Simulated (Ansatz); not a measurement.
# CH4OSSi: the cost of one run

All numbers are computed with Ansatz 0.2.0 through its Python package. Level of theory: PBE/6-31G.

### 1 The structure

Bond lengths: S1–Si2 2.065 Å, Si2–C3 1.816 Å, Si2–O4 1.650 Å, C3–O4 1.377 Å, S1–H5 1.329 Å, Si2–H6 1.500 Å, C3–H7 1.052 Å, C3–H8 1.153 Å. Angles: S1–Si2–C3 113.8°, S1–Si2–O4 108.2°, S1–Si2–H6 119.7°, C3–Si2–O4 46.5°, C3–Si2–H6 125.7°, O4–Si2–H6 105.4°, Si2–S1–H5 97.9°, Si2–C3–O4 60.4°, Si2–C3–H7 120.3°, Si2–C3–H8 115.3°, O4–C3–H7 123.9°, O4–C3–H8 113.8°, H7–C3–H8 113.3°, Si2–O4–C3 73.1°.

The script holds or builds the structure itself.

### 2 The script

Contents of md_ch4ossi.py:

```python
'''Molecular dynamics of one CH4OSSi molecule.'''

import warnings

import ansatz as az
import numpy as np

BASIS_SET = '6-31G'
FUNCTIONAL = 'PBE'
N_STEPS = 40
TEMPERATURE_K = 500


def main() -> None:
    warnings.simplefilter('ignore', az.DeckWarning)

    geometry_ang = [
        ('S', (-1.8355, 0.4858, -1.0354)),
        ('Si', (0.0883, 0.7018, -0.3153)),
        ('C', (0.8872, -0.8681, 0.1257)),
        ('O', (0.2111, -0.1543, 1.0896)),
        ('H', (-2.4483, 0.3045, 0.1297)),
        ('H', (0.6136, 2.0697, 0.0036)),
        ('H', (0.5417, -1.773, -0.2853)),
        ('H', (2.034, -0.8235, 0.2317)),
    ]
    geometry = az.Crystal.molecule()
    for symbol, xyz in geometry_ang:
        geometry = geometry.atom(symbol, xyz)

    model = (
        geometry.calculation()
        .basis(gaussian=BASIS_SET)
        .functional(FUNCTIONAL)
    )
    symbols = [site.symbol for site in geometry.cartesian_sites]
    start = np.array([site.position_ang for site in geometry.cartesian_sites], dtype=float)
    data = model.relax(force_tolerance=0.02).run().report
    end = np.array(data['positions_ang'])
    minimum = az.Crystal.molecule()
    for symbol, place in zip(symbols, end):
        minimum = minimum.atom(symbol, place.tolist())

    # dynamics from the relaxed geometry
    model = (
        minimum.calculation()
        .basis(gaussian=BASIS_SET)
        .functional(FUNCTIONAL)
        .md('nve', timestep=0.25, steps=N_STEPS, temperature=TEMPERATURE_K, initial_velocities='maxwell_boltzmann', seed=90)
    )
    frames = []
    result = model.session().plan().execute(on_event=lambda e: frames.append(e['data']) if e['event'] == 'md_step' else None)
    print('t (fs)   E_pot (eV)      E_kin (eV)   T (K)   d(0-1) (A)')
    for f in frames[::3]:
        xyz = np.array(f['positions_ang'])
        print(f'{f["time_fs"]:6.2f} {f["lagrangian_ev"]:14.5f} {f["e_kin_ev"]:10.5f} {f["temperature_k"]:8.1f} {np.linalg.norm(xyz[0] - xyz[1]):9.4f}')
    kept = np.array([f['conserved_ev'] for f in frames])
    print(f'conserved energy moves by at most {1000 * np.ptp(kept):.3f} meV')
    symbols = [site.symbol for site in geometry.cartesian_sites]
    with open('last_frame.xyz', 'w') as handle:
        handle.write(f'{len(symbols)}\nt = {frames[-1]["time_fs"]} fs\n')
        handle.writelines('{:2s} {:10.5f} {:10.5f} {:10.5f}\n'.format(s, *xyz) for s, xyz in zip(symbols, frames[-1]['positions_ang']))


if __name__ == '__main__':
    main()
```

### 3 The run

The run is started by

```
> python md_ch4ossi.py
```

What time and memory should one allow on 1 thread of Arm Neoverse V1, shared host?

About 2.2 min, with a peak of 0.22 GiB.
